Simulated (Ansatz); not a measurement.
# GaH2Br (built from SMILES [GaH2][Br]): search for a transition state

Is there a first-order saddle for this 1,1-elimination, which should form Br2–H3 and break Ga1–Br2, Ga1–H3, and which two structures does it connect?

Computed with Ansatz 0.2.0, Gaussian basis. Level: PBE0-D4, def2-SVP first, then def2-TZVP.

114 further runs of the same task are left out: 114 set aside as unsound or not needed.

### Step 1. Where the work starts

The guess: 4 atoms, charge 0, spin multiplicity 1.

Atoms are counted from 1 here; the program's logs count them from 0.

Bond lengths: Ga1–H3 1.632 Å, Ga1–H4 1.760 Å. Angles: H3–Ga1–H4 168.4°.

Geometry (Å):

```xyz
4
charge 0, multiplicity 1
Ga   -0.63620   -0.10640    0.25310
Br    2.08930    0.22150   -1.06120
H     0.81120    0.63690    0.38160
H    -2.26420   -0.75190    0.42650
```

Distances that are to change: Br2–H3 1.97 Å, Ga1–Br2 3.04 Å, Ga1–H3 1.63 Å.

### Step 2. Relaxing the guess with the reacting distances held

Input file hold/in.yaml:

```yaml
crystal:
  periodic: [false, false, false]
  atoms:
    - {symbol: Ga, position_ang: [-0.636200, -0.106400, 0.253100]}
    - {symbol: Br, position_ang: [2.089300, 0.221500, -1.061200]}
    - {symbol: H, position_ang: [0.811200, 0.636900, 0.381600]}
    - {symbol: H, position_ang: [-2.264200, -0.751900, 0.426500]}
basis:
  gaussian: {orbitals: def2-SVP}
hamiltonian: {xc: pbe0, dispersion: d4}
relax: {f_tol: 0.04, max_steps: 150, escape_saddle: false, constraints: [{distance: [1, 2]}, {distance: [0, 1]}, {distance: [0, 2]}]}
```

Command:

```
$ ansatz run in.yaml --threads 2 --pin off --events-out ev --progress --plain --max-ram 4352MiB
```

Log, cut to the lines that bear on the results:

```text
Functional definition: PBE0
  name "PBE0"
  cite "Adamo & Barone, J. Chem. Phys. 110, 6158 (1999) doi:10.1063/1.478522"
  cite "Perdew, Burke & Ernzerhof, Phys. Rev. Lett. 77, 3865 (1996) doi:10.1103/PhysRevLett.77.3865"
  parent pbe
[...]
777 factors; integrals over basis functions are off by at most 2.7e-4 eV
[...]
mean field -122424.80220206 eV, -4499.0284984143 hartree, gradient 2.4e-5 eV, S^2 0.000000; 0 other end points of the search recorded, 0 dependent functions left out
[...]
reference -122424.80222736 eV, -4499.0284993441 hartree; 34, 34 occupied and 40, 40 virtual orbitals, 777 factors
relax step   1: F+E_penalty+E_count = -122424.85297949 eV  Δ(F+E_penalty+E_count) = +0.000e0 eV  max|allowed force component| = 1.379e0 eV/Å  Δτ_max = 0.0000 Å  (26 SCF iters, accepted)
[...]
relax step   4: F+E_penalty+E_count = -122425.40444892 eV  Δ(F+E_penalty+E_count) = -3.957e-2 eV  max|allowed force component| = 8.652e-2 eV/Å  Δτ_max = 0.1490 Å  (29 SCF iters, accepted)
[...]
relax step   5: F+E_penalty+E_count = -122425.40508978 eV  Δ(F+E_penalty+E_count) = -6.409e-4 eV  max|allowed force component| = 4.891e-3 eV/Å  Δτ_max = 0.0147 Å  (27 SCF iters, accepted)
  distance Br 1 - H 2 held at 1.971743 Å   reaction = +2.4495e-1 eV/Å
  distance Ga 0 - Br 1 held at 3.043559 Å   reaction = +7.0936e-1 eV/Å
  distance Ga 0 - H 2 held at 1.632168 Å   reaction = -1.1676e-1 eV/Å
777 factors; integrals over basis functions are off by at most 2.7e-4 eV
mean field -122425.35252446 eV, -4499.0487223895 hartree, gradient 6.4e-5 eV, S^2 0.000000; 1 other end points of the search recorded, 0 dependent functions left out
[...]
reference -122425.35254888 eV, -4499.0487232868 hartree; 34, 34 occupied and 40, 40 virtual orbitals, 777 factors
Total energy: -122425.40511420 eV, -4499.0506550267 hartree
Atom 0 at    -0.711123     0.112163     0.626733 Å, force     0.467577    -0.064250    -0.398451 eV/Å
Atom 1 at     1.767775     0.017870    -1.136624 Å, force    -0.698718     0.104639     0.608020 eV/Å
Atom 2 at     0.805583     0.688193     0.448501 Å, force     0.226250    -0.042814    -0.209706 eV/Å
Atom 3 at    -1.862135    -0.818126     0.061391 Å, force     0.004891     0.002426     0.000137 eV/Å
Dipole moment:    -0.782934     0.058854     0.598234 e Å
```

Wall time 7 s (2 threads of Arm Neoverse V2, shared host).

The steps of the relaxation:

| step | energy from step 1 (eV) | largest force component (eV/Å) |
| --- | --- | --- |
| 1 | 0.0000 | 1.3793 |
| 2 | -0.3490 | 0.6184 |
| 3 | -0.5119 | 0.4092 |
| 4 | -0.5515 | 0.0865 |
| 5 | -0.5521 | 0.0049 |

Distances of close pairs at the start and the end, largest changes first:

| bond | before (Å) | after (Å) | change (Å) |
| --- | --- | --- | --- |
| Ga1–H4 | 1.760 | 1.584 | -0.176 |
| Ga1–H3 | 1.632 | 1.632 | +0.000 |

### Step 3. A starting Hessian

Input file hessian/in.yaml:

```yaml
crystal:
  periodic: [false, false, false]
  atoms:
    - {symbol: Ga, position_ang: [-0.711123, 0.112163, 0.626733]}
    - {symbol: Br, position_ang: [1.767775, 0.017870, -1.136624]}
    - {symbol: H, position_ang: [0.805583, 0.688193, 0.448501]}
    - {symbol: H, position_ang: [-1.862135, -0.818126, 0.061391]}
basis:
  gaussian: {orbitals: def2-SVP}
hamiltonian: {xc: pbe0, dispersion: d4}
phonons: {}
scf: {lower_state_search: off}
```

Command:

```
$ ansatz run in.yaml --threads 2 --pin off --events-out ev --progress --plain --max-ram 4352MiB
```

Log, cut to the lines that bear on the results:

```text
Functional definition: PBE0
  name "PBE0"
  cite "Adamo & Barone, J. Chem. Phys. 110, 6158 (1999) doi:10.1063/1.478522"
  cite "Perdew, Burke & Ernzerhof, Phys. Rev. Lett. 77, 3865 (1996) doi:10.1103/PhysRevLett.77.3865"
  parent pbe
[...]
776 factors; integrals over basis functions are off by at most 3.2e-4 eV
[...]
mean field -122425.35252497 eV, -4499.0487224084 hartree, gradient 2.3e-6 eV, S^2 0.000000; 0 other end points of the search recorded, 0 dependent functions left out
[...]
reference -122425.35254942 eV, -4499.0487233068 hartree; 34, 34 occupied and 40, 40 virtual orbitals, 776 factors
[... from here to the last solve, the lines of the solves are left out (23 solves) ...]
776 factors; integrals over basis functions are off by at most 3.2e-4 eV
[...]
mean field -122425.35251658 eV, -4499.0487221000 hartree, gradient 1.5e-6 eV, S^2 0.000000; 0 other end points of the search recorded, 0 dependent functions left out
[...]
reference -122425.35254103 eV, -4499.0487229985 hartree; 34, 34 occupied and 40, 40 virtual orbitals, 776 factors
WARN: phonons: modes at or below zero, which the zero-point energy, F, S and C_V leave out: 1, the lowest at -741.40 cm⁻¹. A minimum has none, and a first-order saddle one
Total energy: -122425.40511474 eV, -4499.0506550466 hartree
Atom 0 at    -0.711123     0.112163     0.626733 Å, force     0.467553    -0.064257    -0.398427 eV/Å
Atom 1 at     1.767775     0.017870    -1.136624 Å, force    -0.698719     0.104634     0.608018 eV/Å
Atom 2 at     0.805583     0.688193     0.448501 Å, force     0.226260    -0.042807    -0.209716 eV/Å
Atom 3 at    -1.862135    -0.818126     0.061391 Å, force     0.004906     0.002430     0.000125 eV/Å
Dipole moment:    -0.782933     0.058854     0.598234 e Å
Vibrations: -741.40 131.55 416.17 594.98 1580.26 1920.33 cm⁻¹, zero-point energy 0.287847 eV
Checks for a lower state left out: stability, starts, cluster_reference, orbital_swaps, neighbouring_geometries, increment
```

It took 18 s on 2 threads of Arm Neoverse V2, shared host.

The structure is not stationary yet, so these wavenumbers are no spectrum; the search needs only the force constants.

### Step 4. Saddle search in the small basis

The search itself is an outer loop (partitioned rational-function steps, Bofill update of the Hessian). Each step is one single-point run with forces. It stops when the largest force is under 0.04 eV/Å and the followed curvature is negative. The first step's input:

Input file presaddle/in.yaml:

```yaml
crystal:
  periodic: [false, false, false]
  atoms:
    - {symbol: Ga, position_ang: [-0.711123, 0.112163, 0.626733]}
    - {symbol: Br, position_ang: [1.767775, 0.017870, -1.136624]}
    - {symbol: H, position_ang: [0.805583, 0.688193, 0.448501]}
    - {symbol: H, position_ang: [-1.862135, -0.818126, 0.061391]}
basis:
  gaussian: {orbitals: def2-SVP}
hamiltonian: {xc: pbe0, dispersion: d4}
output: {forces: true}
scf: {lower_state_search: off}
```

Command:

```
$ ansatz run in.yaml --threads 2 --pin off --events-out ev --progress --plain --max-ram 4352MiB
```

The driver's record:

| step | energy (eV) | largest force (eV/Å) | followed curvature (eV/Å²) |
| --- | --- | --- | --- |
| 1 | -122425.40511 | 0.6987 | -4.20 |
| 2 | -122425.52224 | 0.2854 | -4.18 |
| 3 | -122425.54015 | 0.2193 | -4.17 |
| 4 | -122425.54294 | 0.0377 | -4.03 |

The 4 steps took 3.3 s in all (2 threads of Arm Neoverse V2, shared host).

### Step 5. Saddle search in triple zeta

The search itself is an outer loop (partitioned rational-function steps, Bofill update of the Hessian). Each step is one single-point run with forces. It stops when the largest force is under 0.01 eV/Å and the followed curvature is negative. The first step's input:

Input file saddle/in.yaml:

```yaml
crystal:
  periodic: [false, false, false]
  atoms:
    - {symbol: Ga, position_ang: [-0.684034, 0.145818, 0.656822]}
    - {symbol: Br, position_ang: [1.528434, -0.024318, -1.039232]}
    - {symbol: H, position_ang: [0.890588, 0.712047, 0.426469]}
    - {symbol: H, position_ang: [-1.734887, -0.833448, -0.044060]}
basis:
  gaussian: {orbitals: def2-TZVP}
hamiltonian: {xc: pbe0, dispersion: d4}
output: {forces: true}
scf: {lower_state_search: off}
```

Command:

```
$ ansatz run in.yaml --threads 2 --pin off --events-out ev --progress --plain --max-ram 4352MiB
```

Step by step:

| step | energy (eV) | largest force (eV/Å) | followed curvature (eV/Å²) |
| --- | --- | --- | --- |
| 1 | -122440.81116 | 0.0544 | -4.03 |
| 2 | -122440.78630 | 0.2490 | -3.99 |
| 3 | -122440.80624 | 0.1098 | -3.96 |
| 4 | -122440.81112 | 0.0610 | -4.00 |
| 5 | -122440.81147 | 0.0035 | -3.93 |

The 5 steps took 5.9 s in all (2 threads of Arm Neoverse V2, shared host).

The point found:

```xyz
4
charge 0, multiplicity 1
Ga   -0.6883    0.1423    0.6546
Br    1.5470   -0.0143   -1.0372
H     0.8882    0.7037    0.4162
H    -1.7469   -0.8316   -0.0336
```

Followed mode, largest move set to 1: H3 (0.31, -0.45, -0.84); Ga1 (-0.49, 0.22, 0.63); Br2 (0.23, 0.34, 0.34); H4 (-0.05, -0.12, -0.13).

### Step 6. Checking the order of the point

Input file vib/in.yaml:

```yaml
crystal:
  periodic: [false, false, false]
  atoms:
    - {symbol: Ga, position_ang: [-0.688301, 0.142254, 0.654562]}
    - {symbol: Br, position_ang: [1.547024, -0.014270, -1.037172]}
    - {symbol: H, position_ang: [0.888234, 0.703744, 0.416217]}
    - {symbol: H, position_ang: [-1.746857, -0.831629, -0.033608]}
basis:
  gaussian: {orbitals: def2-TZVP}
hamiltonian: {xc: pbe0, dispersion: d4}
phonons: {temperatures: {t_min: 298.15, t_max: 900, t_step: 200}}
```

Command:

```
$ ansatz run in.yaml --threads 2 --pin off --events-out ev --progress --plain --max-ram 4352MiB
```

Log, cut to the lines that bear on the results:

```text
Functional definition: PBE0
  name "PBE0"
  cite "Adamo & Barone, J. Chem. Phys. 110, 6158 (1999) doi:10.1063/1.478522"
  cite "Perdew, Burke & Ernzerhof, Phys. Rev. Lett. 77, 3865 (1996) doi:10.1103/PhysRevLett.77.3865"
  parent pbe
[...]
914 factors; their error is unknown
[...]
mean field -122440.75677702 eV, -4499.6148182298 hartree, gradient 4.8e-5 eV, S^2 0.000000; 0 other end points of the search recorded, 0 dependent functions left out
[...]
reference -122440.75680206 eV, -4499.6148191498 hartree; 34, 34 occupied and 74, 74 virtual orbitals, 914 factors
[... from here to the last solve, the lines of the solves are left out (15 solves) ...]
914 factors; their error is unknown
mean field -122440.75676842 eV, -4499.6148179136 hartree, gradient 7.1e-7 eV, S^2 0.000000; 0 other end points of the search recorded, 0 dependent functions left out
[...]
reference -122440.75679345 eV, -4499.6148188336 hartree; 34, 34 occupied and 74, 74 virtual orbitals, 914 factors
WARN: phonons: modes at or below zero, which the zero-point energy, F, S and C_V leave out: 1, the lowest at -632.03 cm⁻¹. A minimum has none, and a first-order saddle one
Total energy: -122440.81146885 eV, -4499.6168281173 hartree
Atom 0 at    -0.688301     0.142254     0.654562 Å, force    -0.003511     0.000810     0.003459 eV/Å
Atom 1 at     1.547024    -0.014270    -1.037172 Å, force     0.000927    -0.001090    -0.002159 eV/Å
Atom 2 at     0.888234     0.703744     0.416217 Å, force     0.000098     0.000085     0.000055 eV/Å
Atom 3 at    -1.746857    -0.831629    -0.033608 Å, force     0.002485     0.000195    -0.001356 eV/Å
Dipole moment:    -0.443985     0.056793     0.372543 e Å
Vibrations: -632.03 190.83 507.75 553.00 1416.25 1864.80 cm⁻¹, zero-point energy 0.280987 eV
```

Run time: 20 s. Hardware: 2 threads of Arm Neoverse V2, shared host.

Wavenumbers and character of the modes:

| mode | wavenumber (cm⁻¹) | character |
| --- | --- | --- |
| 1 | 632i | changes Br2–H3, Ga1–H3 |
| 2 | 191 | Ga–Br and Br–H stretch |
| 3 | 508 | bend with Br–H stretch |
| 4 | 553 | out-of-plane bend |
| 5 | 1416 | Ga–H stretch with bend |
| 6 | 1865 | Ga–H stretch |

Vibrational sums (real modes only):

| T (K) | entropy (J/mol/K) | heat capacity (J/mol/K) |
| --- | --- | --- |
| 298 | 14.3 | 18.2 |
| 498 | 25.4 | 25.4 |
| 698 | 34.8 | 30.3 |
| 898 | 42.9 | 33.6 |

### Step 7. Relaxing after a step of 0.30 Å one way along the mode

Input file downa/in.yaml:

```yaml
crystal:
  periodic: [false, false, false]
  atoms:
    - {symbol: Ga, position_ang: [-0.835261, 0.207854, 0.844385]}
    - {symbol: Br, position_ang: [1.616620, 0.089098, -0.936024]}
    - {symbol: H, position_ang: [0.980964, 0.569487, 0.164472]}
    - {symbol: H, position_ang: [-1.762223, -0.866338, -0.072833]}
basis:
  gaussian: {orbitals: def2-TZVP}
hamiltonian: {xc: pbe0, dispersion: d4}
relax: {f_tol: 0.005, max_steps: 200}
```

Command:

```
$ ansatz run in.yaml --threads 2 --pin off --events-out ev --progress --plain --max-ram 4352MiB
```

Log, cut to the lines that bear on the results:

```text
Functional definition: PBE0
  name "PBE0"
  cite "Adamo & Barone, J. Chem. Phys. 110, 6158 (1999) doi:10.1063/1.478522"
  cite "Perdew, Burke & Ernzerhof, Phys. Rev. Lett. 77, 3865 (1996) doi:10.1103/PhysRevLett.77.3865"
  parent pbe
[...]
914 factors; their error is unknown
[...]
mean field -122440.63338382 eV, -4499.6102836132 hartree, gradient 1.5e-5 eV, S^2 0.000000; 0 other end points of the search recorded, 0 dependent functions left out
[...]
reference -122440.63340891 eV, -4499.6102845353 hartree; 34, 34 occupied and 74, 74 virtual orbitals, 914 factors
relax step   1: F+E_penalty+E_count = -122440.68747398 eV  Δ(F+E_penalty+E_count) = +0.000e0 eV  max|allowed force component| = 2.771e0 eV/Å  Δτ_max = 0.0000 Å  (28 SCF iters, accepted)
[...]
relax step  19: F+E_penalty+E_count = -122441.02530121 eV  Δ(F+E_penalty+E_count) = -2.268e-5 eV  max|allowed force component| = 2.253e-4 eV/Å  Δτ_max = 0.0023 Å  (31 SCF iters, accepted)
914 factors; their error is unknown
[...]
mean field -122440.97298438 eV, -4499.6227637037 hartree, gradient 8.9e-6 eV, S^2 0.000000; 1 other end points of the search recorded, 0 dependent functions left out
[...]
reference -122440.97301139 eV, -4499.6227646964 hartree; 34, 34 occupied and 74, 74 virtual orbitals, 914 factors
Total energy: -122441.02532823 eV, -4499.6246873045 hartree
Atom 0 at    -1.088285    -0.291450     0.301188 Å, force     0.000225     0.000010    -0.000090 eV/Å
Atom 1 at     2.542453     0.681548    -0.702756 Å, force    -0.000109    -0.000001     0.000108 eV/Å
Atom 2 at     1.180841     0.316958    -0.325670 Å, force     0.000068     0.000000    -0.000112 eV/Å
Atom 3 at    -2.634909    -0.706955     0.727237 Å, force    -0.000184    -0.000010     0.000095 eV/Å
Dipole moment:    -0.447299    -0.119794     0.123805 e Å
```

It took 29 s on 2 threads of Arm Neoverse V2, shared host.

Step by step: (the energy doesn't fall at every step)

| step | energy from step 1 (eV) | largest force component (eV/Å) |
| --- | --- | --- |
| 1 | 0.0000 | 2.7708 |
| 2 | -0.2590 | 0.3619 |
| 3 | -0.2686 | 0.0644 |
| 4 | -0.2718 | 0.0765 |
| 5 | -0.2757 | 0.1692 |
| 6 | -0.2809 | 0.1605 |
| 7 | -0.2904 | 0.2490 |
| 8 | -0.2889 | 0.6088 |
| 9 | -0.2970 | 0.1354 |
| 10 | -0.3047 | 0.1972 |
| 11 | -0.3105 | 0.3929 |
| 12 | -0.3176 | 0.3028 |
| 13 | -0.3325 | 0.0386 |
| 14 | -0.3359 | 0.0345 |
| 15 | -0.3367 | 0.0836 |
| 16 | -0.3378 | 0.0029 |
| 17 | -0.3378 | 0.0209 |
| 18 | -0.3377 | 0.0381 |
| 19 | -0.3378 | 0.0002 |

Distances of close pairs at the start and the end, largest changes first:

| bond | before (Å) | after (Å) | change (Å) |
| --- | --- | --- | --- |
| Ga1–H3 | 1.973 | 2.431 | +0.459 |
| Br2–H3 | 1.359 | 1.459 | +0.100 |
| Ga1–H4 | 1.690 | 1.657 | -0.032 |

### Step 8. Relaxing after a step of 0.30 Å the other way along the mode

Input file downb/in.yaml:

```yaml
crystal:
  periodic: [false, false, false]
  atoms:
    - {symbol: Ga, position_ang: [-0.541340, 0.076655, 0.464740]}
    - {symbol: Br, position_ang: [1.477427, -0.117637, -1.138320]}
    - {symbol: H, position_ang: [0.795503, 0.838002, 0.667963]}
    - {symbol: H, position_ang: [-1.731490, -0.796920, 0.005617]}
basis:
  gaussian: {orbitals: def2-TZVP}
hamiltonian: {xc: pbe0, dispersion: d4}
relax: {f_tol: 0.005, max_steps: 200}
```

Command:

```
$ ansatz run in.yaml --threads 2 --pin off --events-out ev --progress --plain --max-ram 4352MiB
```

Log, cut to the lines that bear on the results:

```text
Functional definition: PBE0
  name "PBE0"
  cite "Adamo & Barone, J. Chem. Phys. 110, 6158 (1999) doi:10.1063/1.478522"
  cite "Perdew, Burke & Ernzerhof, Phys. Rev. Lett. 77, 3865 (1996) doi:10.1103/PhysRevLett.77.3865"
  parent pbe
[...]
914 factors; their error is unknown
[...]
mean field -122441.25696455 eV, -4499.6331997823 hartree, gradient 2.9e-5 eV, S^2 0.000000; 0 other end points of the search recorded, 0 dependent functions left out
[...]
reference -122441.25698878 eV, -4499.6332006729 hartree; 34, 34 occupied and 74, 74 virtual orbitals, 914 factors
relax step   1: F+E_penalty+E_count = -122441.31275035 eV  Δ(F+E_penalty+E_count) = +0.000e0 eV  max|allowed force component| = 1.268e0 eV/Å  Δτ_max = 0.0000 Å  (30 SCF iters, accepted)
[...]
relax step   6: F+E_penalty+E_count = -122443.05742593 eV  Δ(F+E_penalty+E_count) = -1.725e-2 eV  max|allowed force component| = 3.030e-2 eV/Å  Δτ_max = 0.0574 Å  (29 SCF iters, accepted)
[...]
relax step   7: F+E_penalty+E_count = -122443.05749417 eV  Δ(F+E_penalty+E_count) = -6.824e-5 eV  max|allowed force component| = 2.100e-3 eV/Å  Δτ_max = 0.0021 Å  (30 SCF iters, accepted)
914 factors; their error is unknown
mean field -122443.00133625 eV, -4499.6973042599 hartree, gradient 2.4e-5 eV, S^2 0.000000; 1 other end points of the search recorded, 0 dependent functions left out
[...]
reference -122443.00136173 eV, -4499.6973051964 hartree; 34, 34 occupied and 74, 74 virtual orbitals, 914 factors
Total energy: -122443.05751965 eV, -4499.6993689619 hartree
Atom 0 at    -0.155257     0.051800     0.175642 Å, force     0.002066    -0.000522    -0.002100 eV/Å
Atom 1 at     1.328416    -0.443112    -1.502903 Å, force    -0.001243     0.000244     0.001163 eV/Å
Atom 2 at     0.363848     1.049214     1.251847 Å, force     0.000613     0.001194     0.001293 eV/Å
Atom 3 at    -1.536907    -0.657802     0.075415 Å, force    -0.001436    -0.000915    -0.000356 eV/Å
Dipole moment:    -0.249512     0.083207     0.282251 e Å
```

It took 13 s on 2 threads of Arm Neoverse V2, shared host.

The steps of the relaxation:

| step | energy from step 1 (eV) | largest force component (eV/Å) |
| --- | --- | --- |
| 1 | 0.0000 | 1.2681 |
| 2 | -0.6114 | 1.8053 |
| 3 | -1.2245 | 1.4628 |
| 4 | -1.5421 | 1.3953 |
| 5 | -1.7274 | 0.3311 |
| 6 | -1.7447 | 0.0303 |
| 7 | -1.7447 | 0.0021 |

Close pairs (by a distance rule), those that changed most:

| bond | before (Å) | after (Å) | change (Å) |
| --- | --- | --- | --- |
| Ga1–Br2 | 2.585 | 2.294 | -0.291 |
| Ga1–H4 | 1.546 | 1.556 | +0.010 |
| Ga1–H3 | 1.552 | 1.556 | +0.005 |

### Step 9. The three structures

| pair | start side (Å) | saddle (Å) | end side (Å) |
| --- | --- | --- | --- |
| Br2–H3 | 3.278 | 1.750 | 1.459 |
| Ga1–Br2 | 2.294 | 2.808 | 3.891 |
| Ga1–H3 | 1.556 | 1.690 | 2.431 |

### Step 10. What came out

| quantity | value |
| --- | --- |
| imaginary mode | 632i cm⁻¹ |
| barrier from the start side | 51.8 kcal/mol |
| barrier from the end side | 4.9 kcal/mol |
| energy of the step | +46.9 kcal/mol |
| pairs that change | Br2–H3 formed, Ga1–Br2 broken, Ga1–H3 broken |
| zero-point energy at the saddle | 0.281 eV |

What this shows: One imaginary mode, 632i cm⁻¹, makes this a first-order saddle. Going downhill both ways gives the intended start and end. At PBE0-D4/def2-TZVP the electronic barrier is 51.8 kcal/mol, about 87 kT at 298 K, and the step runs 46.9 kcal/mol uphill. A step off the saddle overshot and began above it in energy, so the link to its end is likely but not proven.
